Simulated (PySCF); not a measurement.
# C₅H₁₀N₂Si: runs on many settings

Which settings matter for C₅H₁₀N₂Si (`CCc1cn([SiH3])cn1`)?

Programs: PySCF 2.14.0, with density-fitted response routines of our own. Each step states its level of theory. These are calculated values for one molecule, in the gas phase or a continuum, unless marked as measured. Atoms count from 0, in the outputs and in this text.

## Step 1: The molecule as given

18 atoms, charge 0, multiplicity 1; geometry from: GFN2-xTB.

Bonds of the start (Å): C0–C1 1.53, C1–C2 1.49, C2–C3 1.36, C3–N4 1.38, N4–Si5 1.75, N4–C6 1.36, C6–N7 1.29, N7–C2 1.37, C0–H8 1.09, C0–H9 1.09, C0–H10 1.09, C1–H11 1.09, C1–H12 1.09, C3–H13 1.07, Si5–H14 1.46, Si5–H15 1.46, Si5–H16 1.46, C6–H17 1.07.

## Step 2: NMR shieldings: WP04/pcSseg-1

Job settings and geometry (Å):

```
{"job": {"kind": "nmr", "xc": "WP04", "basis": "pcSseg-1", "pop": false}, "charge": 0, "multiplicity": 1}
C     -2.691037     0.527239    -1.050306
C     -2.107465    -0.464830    -0.042855
C     -0.618101    -0.469120    -0.097886
C      0.279366     0.228915     0.652017
N      1.539142    -0.098740     0.202915
Si     3.058417     0.487224     0.839511
C      1.320105    -0.986031    -0.810539
N      0.065293    -1.225996    -1.015053
H     -3.778215     0.502801    -1.022133
H     -2.360102     0.272574    -2.053924
H     -2.359248     1.538387    -0.823052
H     -2.430091    -0.200250     0.966390
H     -2.465463    -1.468570    -0.276638
H      0.141667     0.917918     1.459907
H      4.076506    -0.173445     0.030495
H      3.071324     1.941559     0.684823
H      3.123741     0.102216     2.249064
H      2.125401    -1.425531    -1.364375
```

Level: GIAO WP04/pcSseg-1 NMR shielding, non-relativistic, gas phase.

Started as:

```console
$ OMP_NUM_THREADS=1 python probes_run.py task.json out
```

One launch serves the whole session: the jobs run in the order shown.

Output:

```text
coarse grid: 15384 points
cycle   1  E = -605.9678684948  dE =  1.057e+00  |g| = 7.330e-01  |ddm| = 3.968e+00
cycle   2  E = -605.7719589767  dE =  1.959e-01  |g| = 1.144e+00  |ddm| = 1.907e+00
cycle   3  E = -606.0842234935  dE = -3.123e-01  |g| = 2.813e-01  |ddm| = 1.407e+00
cycle   4  E = -606.1007549647  dE = -1.653e-02  |g| = 8.931e-02  |ddm| = 2.735e-01
cycle   5  E = -606.1022605085  dE = -1.506e-03  |g| = 3.374e-02  |ddm| = 8.223e-02
cycle   6  E = -606.1024894417  dE = -2.289e-04  |g| = 9.199e-03  |ddm| = 2.835e-02
cycle   7  E = -606.1025079905  dE = -1.855e-05  |g| = 2.399e-03  |ddm| = 8.869e-03
cycle   8  E = -606.1025093209  dE = -1.330e-06  |g| = 5.992e-04  |ddm| = 2.370e-03
final grid: 143672 points
cycle   9  E = -606.1673104836  dE = -6.340e-05  |g| = 8.115e-03  |ddm| = 3.592e-02
cycle  10  E = -606.1673009891  dE =  9.494e-06  |g| = 1.022e-02  |ddm| = 1.634e-02
cycle  11  E = -606.1673268581  dE = -2.587e-05  |g| = 1.508e-03  |ddm| = 9.427e-03
cycle  12  E = -606.1673273428  dE = -4.847e-07  |g| = 4.698e-04  |ddm| = 1.426e-03
cycle  13  E = -606.1673273844  dE = -4.161e-08  |g| = 2.076e-04  |ddm| = 4.485e-04
cycle  14  E = -606.1673273920  dE = -7.589e-09  |g| = 7.546e-05  |ddm| = 1.911e-04
cycle  15  E = -606.1673273932  dE = -1.263e-09  |g| = 1.969e-05  |ddm| = 8.402e-05
cycle  16  E = -606.1673273933  dE = -9.345e-11  |g| = 5.003e-06  |ddm| = 2.163e-05
converged SCF energy = -606.1673273933

GIAO shielding tensors (ppm)
atom      isotropic    diamagn.    paramagn.     s11        s22        s33       span
  0 C      153.583     246.770     -93.187    140.599    147.821    172.330     31.731
  1 C      146.277     248.502    -102.225    134.990    145.112    158.729     23.739
  2 C       17.930     262.566    -244.636    -55.950      4.183    105.556    161.506
  3 C       53.992     259.159    -205.166    -25.929     63.432    124.473    150.402
  4 N       81.539     336.604    -255.065    -15.890     79.724    180.783    196.673
  5 Si     395.611     882.209    -486.597    376.746    380.463    429.626     52.880
  6 C       30.524     254.535    -224.011    -47.159     46.472     92.259    139.418
  7 N      -58.582     333.251    -391.832   -264.787   -118.426    207.468    472.255
  8 H       30.770      26.531       4.239     27.147     27.550     37.612     10.465
  9 H       30.485      30.482       0.003     26.313     29.897     35.245      8.932
 10 H       31.063      31.760      -0.697     27.072     30.333     35.784      8.712
 11 H       29.494      31.863      -2.369     25.154     29.152     34.175      9.021
 12 H       29.186      29.805      -0.619     25.341     28.027     34.190      8.848
 13 H       25.541      37.490     -11.950     22.335     25.209     29.078      6.744
 14 H       27.772      29.454      -1.682     23.988     27.058     32.270      8.283
 15 H       27.624      30.343      -2.719     24.135     26.105     32.631      8.496
 16 H       27.644      29.812      -2.168     24.139     26.057     32.736      8.597
 17 H       24.996      32.576      -7.580     21.032     26.008     27.949      6.918
```

It took 24 s on 1 thread of Arm Neoverse V2, shared host; peak memory 1 GiB.

The references, computed at this level on geometries of the same kind, shield at (ppm): 1H TMS 32.00, 13C TMS 175.1, 29Si TMS 334.3, 15N NH3 249.2. Their shielding less the atom's gives the shift. The references are single molecules in the gas phase, so shifts against H2O, NH3, PH3, H3PO4 or CFCl3 are not on the usual liquid scales and can be off by tens of ppm. Atoms listed in one row are averaged.

```
        atoms                                              environment  σ (ppm)  δ (ppm)
           C2      substituted aromatic carbon next to a ring nitrogen     17.9    157.2
           C6                 aromatic CH between two ring heteroatoms     30.5    144.6
           C3                      aromatic CH next to a ring nitrogen     54.0    121.1
           C1                              sp3 CH2 on an aromatic ring    146.3     28.8
           C0                                            methyl carbon    153.6     21.5
          H17  hydrogen on an aromatic CH between two ring heteroatoms    25.00     7.00
          H13       hydrogen on an aromatic CH next to a ring nitrogen    25.54     6.46
H14, H15, H16                        hydrogen on a silicon bonded to N    27.68     4.32
     H11, H12               hydrogen on an sp3 CH2 on an aromatic ring    29.34     2.66
  H8, H9, H10                              hydrogen on a methyl carbon    30.77     1.22
           N7                       pyridine-type nitrogen of an azole    -58.6    307.8
           N4                               pyrrole-type ring nitrogen     81.5    167.7
          Si5                                 silicon bonded to N, 3 H    395.6    -61.3
```

Ring of atoms C2, C3, N4, C6, N7: NICS(0) -11.9, NICS(1) -10.4, NICS(1)zz -27.4 ppm (means of both faces).

## Step 3: Shielding tensors: KT2/pcSseg-1 in acetone

Same as in step 2 but for these lines:

```diff
@@ -1,2 +1,2 @@
-{"job": {"kind": "nmr", "xc": "WP04", "basis": "pcSseg-1", "pop": false}, "charge": 0, "multiplicity": 1}
+{"job": {"kind": "nmr", "xc": "KT2", "basis": "pcSseg-1", "solvent": "acetone", "pop": false, "scf": {"aux": "def2-universal-jkfit"}}, "charge": 0, "multiplicity": 1}
 C     -2.691037     0.527239    -1.050306
```

Method: GIAO KT2/pcSseg-1 NMR shielding, non-relativistic, IEF-PCM acetone.

Output:

```text
final grid: 143672 points
cycle   1  E = -603.2291695107  dE =  1.024e+00  |g| = 5.356e-01  |ddm| = 3.930e+00
cycle   2  E = -603.1150939237  dE =  1.141e-01  |g| = 8.549e-01  |ddm| = 1.490e+00
cycle   3  E = -603.2998259240  dE = -1.847e-01  |g| = 1.916e-01  |ddm| = 1.016e+00
cycle   4  E = -603.3076651115  dE = -7.839e-03  |g| = 6.353e-02  |ddm| = 1.978e-01
cycle   5  E = -603.3085218602  dE = -8.567e-04  |g| = 1.932e-02  |ddm| = 6.266e-02
cycle   6  E = -603.3085970734  dE = -7.521e-05  |g| = 6.316e-03  |ddm| = 1.799e-02
cycle   7  E = -603.3086061734  dE = -9.100e-06  |g| = 1.368e-03  |ddm| = 6.043e-03
cycle   8  E = -603.3086066236  dE = -4.501e-07  |g| = 4.592e-04  |ddm| = 1.607e-03
cycle   9  E = -603.3086066756  dE = -5.201e-08  |g| = 1.044e-04  |ddm| = 5.007e-04
cycle  10  E = -603.3086066780  dE = -2.470e-09  |g| = 3.310e-05  |ddm| = 1.240e-04
cycle  11  E = -603.3086066782  dE = -2.001e-10  |g| = 1.785e-05  |ddm| = 5.018e-05
converged SCF energy = -603.3086066782

GIAO shielding tensors (ppm)
atom      isotropic    diamagn.    paramagn.     s11        s22        s33       span
  0 C      164.892     247.393     -82.501    150.523    158.581    185.573     35.050
  1 C      158.447     247.968     -89.521    146.835    157.246    171.259     24.423
  2 C       40.432     262.551    -222.119    -22.785     28.895    115.187    137.972
  3 C       72.025     256.675    -184.651      1.345     77.493    137.235    135.891
  4 N       94.357     334.020    -239.663     -3.905     95.349    191.628    195.534
  5 Si     415.129     883.275    -468.146    388.712    391.793    464.882     76.170
  6 C       49.874     253.710    -203.836    -12.136     60.122    101.635    113.770
  7 N      -11.189     335.533    -346.722   -176.178    -72.222    214.833    391.010
  8 H       30.176      26.863       3.313     26.233     26.721     37.574     11.341
  9 H       30.288      30.197       0.091     25.978     29.719     35.168      9.190
 10 H       30.637      30.827      -0.190     26.510     29.786     35.615      9.106
 11 H       28.726      31.070      -2.344     24.039     28.267     33.872      9.833
 12 H       28.813      29.774      -0.962     24.711     27.701     34.026      9.315
 13 H       24.562      36.022     -11.461     21.280     24.772     27.632      6.352
 14 H       26.479      28.457      -1.979     22.666     25.850     30.921      8.255
 15 H       26.371      29.146      -2.775     22.742     24.822     31.550      8.808
 16 H       26.402      28.747      -2.345     22.755     24.782     31.670      8.915
 17 H       24.446      31.874      -7.427     20.137     25.735     27.467      7.330
```

It took 20 s on 1 thread of Arm Neoverse V2, shared host; peak memory 0.9 GiB.

This run: δ C2 146.0, C6 136.6, C3 114.4, C1 28.0, H17 7.15, H13 7.04 ppm.

## Step 4: Nuclear shieldings: OLYP/6-311G**

Same as in step 3 but for these lines:

```diff
@@ -1,2 +1,2 @@
-{"job": {"kind": "nmr", "xc": "KT2", "basis": "pcSseg-1", "solvent": "acetone", "pop": false, "scf": {"aux": "def2-universal-jkfit"}}, "charge": 0, "multiplicity": 1}
+{"job": {"kind": "nmr", "xc": "OLYP", "basis": "6-311G**", "pop": false, "scf": {"level_shift": 0.1}}, "charge": 0, "multiplicity": 1}
 C     -2.691037     0.527239    -1.050306
```

Method: GIAO OLYP/6-311G** NMR shielding, non-relativistic, gas phase.

Output:

```text
final grid: 143672 points
cycle   1  E = -595.4379517533  dE =  9.563e-01  |g| = 5.260e-01  |ddm| = 3.461e+00
cycle   2  E = -595.3581891698  dE =  7.976e-02  |g| = 8.044e-01  |ddm| = 1.295e+00
cycle   3  E = -595.5063275942  dE = -1.481e-01  |g| = 1.524e-01  |ddm| = 6.242e-01
cycle   4  E = -595.5123299852  dE = -6.002e-03  |g| = 4.184e-02  |ddm| = 1.610e-01
cycle   5  E = -595.5126974498  dE = -3.675e-04  |g| = 1.351e-02  |ddm| = 5.208e-02
cycle   6  E = -595.5127307534  dE = -3.330e-05  |g| = 6.064e-03  |ddm| = 1.155e-02
cycle   7  E = -595.5127381566  dE = -7.403e-06  |g| = 1.599e-03  |ddm| = 4.237e-03
cycle   8  E = -595.5127388168  dE = -6.602e-07  |g| = 3.565e-04  |ddm| = 1.530e-03
cycle   9  E = -595.5127388474  dE = -3.061e-08  |g| = 1.031e-04  |ddm| = 3.886e-04
cycle  10  E = -595.5127388492  dE = -1.869e-09  |g| = 4.596e-05  |ddm| = 9.573e-05
cycle  11  E = -595.5127388497  dE = -4.652e-10  |g| = 1.336e-05  |ddm| = 3.747e-05
level shift removed, Fock matrix diagonalised once more
converged SCF energy = -595.5127388497

GIAO shielding tensors (ppm)
atom      isotropic    diamagn.    paramagn.     s11        s22        s33       span
  0 C      167.506     244.438     -76.932    153.710    161.217    187.591     33.881
  1 C      158.483     243.445     -84.962    147.370    156.771    171.308     23.938
  2 C       39.345     260.754    -221.409    -26.389     27.556    116.869    143.258
  3 C       75.779     258.167    -182.388      4.371     86.026    136.941    132.571
  4 N      102.936     327.878    -224.942      8.362    107.226    193.220    184.858
  5 Si     407.672     880.702    -473.030    380.397    387.974    454.644     74.248
  6 C       53.665     256.233    -202.568    -12.782     71.657    102.119    114.901
  7 N      -27.804     330.978    -358.782   -219.628    -80.208    216.426    436.055
  8 H       30.785      28.450       2.335     27.053     27.659     37.643     10.590
  9 H       30.674      29.779       0.896     26.501     30.090     35.431      8.930
 10 H       31.208      30.396       0.812     27.214     30.459     35.953      8.739
 11 H       29.387      31.446      -2.058     24.995     29.208     33.959      8.964
 12 H       29.205      30.435      -1.230     25.387     28.106     34.121      8.734
 13 H       25.484      35.578     -10.094     22.616     24.872     28.966      6.350
 14 H       26.939      29.274      -2.335     23.285     26.300     31.231      7.946
 15 H       26.768      29.638      -2.870     23.270     25.202     31.832      8.561
 16 H       26.798      29.252      -2.454     23.281     25.162     31.951      8.670
 17 H       25.011      32.290      -7.280     21.102     25.993     27.936      6.833
```

Wall time 38 s (1 thread of Arm Neoverse V2, shared host); peak memory 0.79 GiB.

This run: δ C2 148.1, C6 133.8, C3 111.7, C1 29.0, H17 7.11, H13 6.63 ppm.

## Step 5: Nuclear shieldings: B3LYP/STO-3G

Same as in step 4 but for these lines:

```diff
@@ -1,2 +1,2 @@
-{"job": {"kind": "nmr", "xc": "OLYP", "basis": "6-311G**", "pop": false, "scf": {"level_shift": 0.1}}, "charge": 0, "multiplicity": 1}
+{"job": {"kind": "nmr", "xc": "B3LYP", "basis": "STO-3G", "pop": false, "scf": {"conv": 1e-06}}, "charge": 0, "multiplicity": 1}
 C     -2.691037     0.527239    -1.050306
```

Method: GIAO B3LYP/STO-3G NMR shielding, non-relativistic, gas phase.

Output:

```text
final grid: 143672 points
cycle   1  E = -588.3367941123  dE =  1.276e+00  |g| = 4.396e-01  |ddm| = 5.612e+00
cycle   2  E = -588.2849254411  dE =  5.187e-02  |g| = 6.311e-01  |ddm| = 1.422e+00
cycle   3  E = -588.4007997417  dE = -1.159e-01  |g| = 1.101e-01  |ddm| = 8.747e-01
cycle   4  E = -588.4038937323  dE = -3.094e-03  |g| = 4.000e-02  |ddm| = 1.830e-01
cycle   5  E = -588.4043375955  dE = -4.439e-04  |g| = 1.066e-02  |ddm| = 6.144e-02
cycle   6  E = -588.4043701468  dE = -3.255e-05  |g| = 2.768e-03  |ddm| = 1.568e-02
cycle   7  E = -588.4043724903  dE = -2.343e-06  |g| = 5.321e-04  |ddm| = 4.199e-03
cycle   8  E = -588.4043725732  dE = -8.291e-08  |g| = 1.291e-04  |ddm| = 7.502e-04
converged SCF energy = -588.4043725732

GIAO shielding tensors (ppm)
atom      isotropic    diamagn.    paramagn.     s11        s22        s33       span
  0 C      212.788     243.369     -30.581    204.932    206.471    226.960     22.027
  1 C      206.659     244.457     -37.798    195.735    209.412    214.830     19.095
  2 C      118.628     258.994    -140.366     71.840    109.216    174.828    102.988
  3 C      129.033     260.562    -131.529     70.271    135.166    181.661    111.390
  4 N      216.304     319.664    -103.359    135.923    233.786    279.204    143.280
  5 Si     571.674     867.835    -296.161    537.472    546.230    631.321     93.849
  6 C      125.079     260.662    -135.583     66.465    146.960    161.814     95.349
  7 N       67.876     317.931    -250.054   -161.285     67.731    297.184    458.469
  8 H       32.070      28.393       3.678     27.317     28.168     40.727     13.410
  9 H       32.105      30.666       1.439     26.178     30.757     39.381     13.203
 10 H       32.403      31.650       0.753     27.060     30.990     39.158     12.098
 11 H       31.170      32.052      -0.882     25.881     29.370     38.257     12.376
 12 H       30.886      30.772       0.114     25.730     28.408     38.519     12.789
 13 H       27.773      36.170      -8.397     23.746     29.029     30.546      6.800
 14 H       30.120      30.641      -0.522     25.245     29.016     36.098     10.852
 15 H       30.170      31.391      -1.221     25.792     28.112     36.605     10.813
 16 H       30.186      30.936      -0.751     25.812     28.043     36.702     10.890
 17 H       26.916      33.548      -6.632     23.283     27.446     30.018      6.734
```

Run time: 5.4 s. Hardware: 1 thread of Arm Neoverse V2, shared host; peak memory 0.52 GiB.

Key values: δ C2 115.0, C6 108.6, C3 104.6, C1 27.0, H17 6.21, H13 5.35 ppm.

## Step 6: Ultraviolet spectrum: BP86/def2-SVPD

Job settings and geometry (Å):

```
{"job": {"kind": "uv", "xc": "BP86", "basis": "def2-SVPD", "nstates": 1, "ntriplets": 5, "tda": false, "scf": {"max_cycle": 81}}, "charge": 0, "multiplicity": 1}
C     -2.421933     0.474515    -0.945275
C     -1.896718    -0.418347    -0.038570
C     -0.556291    -0.422208    -0.088097
C      0.251429     0.206024     0.586815
N      1.385228    -0.088866     0.182624
Si     2.752575     0.438502     0.755560
C      1.188094    -0.887428    -0.729485
N      0.058764    -1.103396    -0.913548
H     -3.400394     0.452521    -0.919920
H     -2.124092     0.245317    -1.848532
H     -2.123323     1.384548    -0.740747
H     -2.187082    -0.180225     0.869751
H     -2.218917    -1.321713    -0.248974
H      0.127500     0.826126     1.313916
H      3.668855    -0.156100     0.027446
H      2.764192     1.747403     0.616341
H      2.811367     0.091994     2.024158
H      1.912861    -1.282978    -1.227938
```

Level: TDDFT BP86/def2-SVPD, vertical, gas phase, core orbitals frozen in the response.

Output:

```text
final grid: 143672 points
cycle   1  E = -594.7312270589  dE =  3.225e+00  |g| = 8.533e-01  |ddm| = 2.248e+01
cycle   2  E = -594.3703769547  dE =  3.609e-01  |g| = 1.473e+00  |ddm| = 1.390e+01
cycle   3  E = -594.9019467731  dE = -5.316e-01  |g| = 3.037e-01  |ddm| = 1.041e+01
cycle   4  E = -594.9206812604  dE = -1.873e-02  |g| = 1.206e-01  |ddm| = 1.647e+00
cycle   5  E = -594.9235724155  dE = -2.891e-03  |g| = 3.743e-02  |ddm| = 5.142e-01
cycle   6  E = -594.9238481406  dE = -2.757e-04  |g| = 1.183e-02  |ddm| = 1.427e-01
cycle   7  E = -594.9238798623  dE = -3.172e-05  |g| = 2.651e-03  |ddm| = 4.630e-02
cycle   8  E = -594.9238813456  dE = -1.483e-06  |g| = 9.158e-04  |ddm| = 1.128e-02
cycle   9  E = -594.9238815837  dE = -2.382e-07  |g| = 2.312e-04  |ddm| = 3.815e-03
cycle  10  E = -594.9238815950  dE = -1.126e-08  |g| = 9.347e-05  |ddm| = 1.244e-03
cycle  11  E = -594.9238815966  dE = -1.587e-09  |g| = 4.007e-05  |ddm| = 5.046e-04
cycle  12  E = -594.9238815969  dE = -3.429e-10  |g| = 7.000e-06  |ddm| = 2.005e-04
converged SCF energy = -594.9238815969

Static polarisability (au): isotropic 82.502, principal 64.144 77.981 105.381

Singlet excitations
state   eV       nm        f      main configurations
  1   5.3414    232.1   0.00037   H->L 1.00

Triplet excitations (Tamm-Dancoff, eV): 5.3079 5.5069 5.5714 5.9773 6.1470
```

Run time: 50 s. Hardware: 1 thread of Arm Neoverse V2, shared host; peak memory 0.84 GiB.

All coordinates were scaled by 0.9, so these values belong to a distorted geometry and are kept out of the summary. Its HOMO lies at -5.75 eV, against -7.54 eV in step 2 (WP04/pcSseg-1), a different level, so the two don't compare directly.

## Step 7: Comparing the runs: NMR shifts

Shifts (ppm) of some atoms, chosen among heavy atoms and hydrogens apart, means over like atoms, with basis size and wall time:

```csv
run,C2,C6,C3,C1,H13,H14,Si5,functions,time
WP04/pcSseg-1,157.2,144.6,121.1,28.8,6.46,4.32,-61.3,193,24 s
KT2/pcSseg-1 in acetone,146.0,136.6,114.4,28.0,7.04,5.18,-57.9,193,20 s
OLYP/6-311G**,148.1,133.8,111.7,29.0,6.63,5.28,-59.4,212,38 s
B3LYP/STO-3G,115.0,108.6,104.6,27.0,5.35,2.97,-67.6,54,5.4 s
```

## Step 8: What came out

| quantity | value |
| --- | --- |
| 13C shifts against TMS (WP04/pcSseg-1) | 157.2, 144.6, 121.1, 28.8, 21.5 ppm |
| 1H shifts against TMS (WP04/pcSseg-1, means over atoms taken as alike) | 7.00, 6.46, 4.32, 2.66, 1.22 ppm |
| 15N shifts against NH3 (WP04/pcSseg-1) | 307.8, 167.7 ppm |
| 29Si shifts against TMS (WP04/pcSseg-1) | -61.3 ppm |
| range of the shift of C2 | 115.0 to 157.2 ppm |
| property runs in this session | 5, of which 0 failed and 2 gave unsound results |

**Reading.** Single values in the summary come from the first run of each kind that ended normally (WP04/pcSseg-1), which need not be the best level. At WP04/pcSseg-1: Shielding is most anisotropic at N7 (span 472 ppm, paramagnetic term -392 ppm). NICS(1)zz of -27 ppm above the planar ring from C2 marks a diatropic (aromatic) ring current. Among the atoms with a shift in every run: Across the 4 runs the shift of C2 moves most, between 115.0 (B3LYP/STO-3G) and 157.2 ppm (WP04/pcSseg-1). A minimal basis is unusable for shieldings, so that end is no result.
